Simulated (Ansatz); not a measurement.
CH4F2Ge, SMILES F[CH](F)[GeH3], a rigid torsion scan

Program: the Ansatz DFT code, driven from Python.

`torsion.py`
```python
import ansatz
from ase import Atoms

BASIS_SET = "def2-SVP"
XC = "r2scan0"
FORCE_TOL = 0.02

atoms = Atoms(["F", "C", "F", "Ge", "H", "H", "H", "H"], positions=[
    [1.0302, -0.8128, 1.5054],
    [0.9401, -0.0483, 0.3159],
    [1.6711, -0.685, -0.6561],
    [-0.8211, 0.103, -0.3034],
    [1.3532, 0.964, 0.4756],
    [-1.7468, 0.8277, 0.7758],
    [-1.437, -1.3262, -0.5422],
    [-0.8976, 0.9204, -1.6267],
])

first = (
    ansatz.Crystal.molecule_from_ase(atoms).calculation()
    .basis(gaussian=BASIS_SET)
    .functional(XC)
    .relax(force_tolerance=FORCE_TOL, max_steps=80)
)
atoms.positions = first.run().report["positions_ang"]

start = atoms.get_dihedral(0, 1, 3, 5)
energies = {}
for turn in range(0, 121, 20):
    turned = atoms.copy()
    turned.set_dihedral(0, 1, 3, 5, start + turn, indices=[3, 5, 6, 7])
    calculation = (
        ansatz.Crystal.molecule_from_ase(turned).calculation()
        .basis(gaussian=BASIS_SET)
        .functional(XC)
    )
    energies[round((start + turn) % 360)] = calculation.run().report["free_energy_ev"]
floor = min(energies.values())
print("dihedral F0-C1-Ge3-H5 (deg)   E - E(min) (kJ/mol)")
for angle, e in sorted(energies.items()):
    print(f"{angle:8d} {96.485332 * (e - floor):14.3f}  " + "#" * int(30 * (e - floor) / max(max(energies.values()) - floor, 1e-9)))
```

```console
$ python torsion.py
dihedral F0-C1-Ge3-H5 (deg)   E - E(min) (kJ/mol)
      61          0.000
      81          1.756  #######
     101          5.266  ######################
     121          7.039  ##############################
     141          5.276  ######################
     161          1.817  #######
     181          0.154
```

The scan is rigid and the energies are electronic, in a modest basis. With rigid groups the curve can differ much from the relaxed path, the start wasn't checked as a minimum of this torsion, and equivalent turns needn't return to the same energy. Hardware and time: 31 s on 1 thread of AMD EPYC 9R45 96-Core Processor (Zen 5), with other jobs on the host, peak memory 0.3 GiB.

(Lines on the test bed's own set-up are left out of the output.)
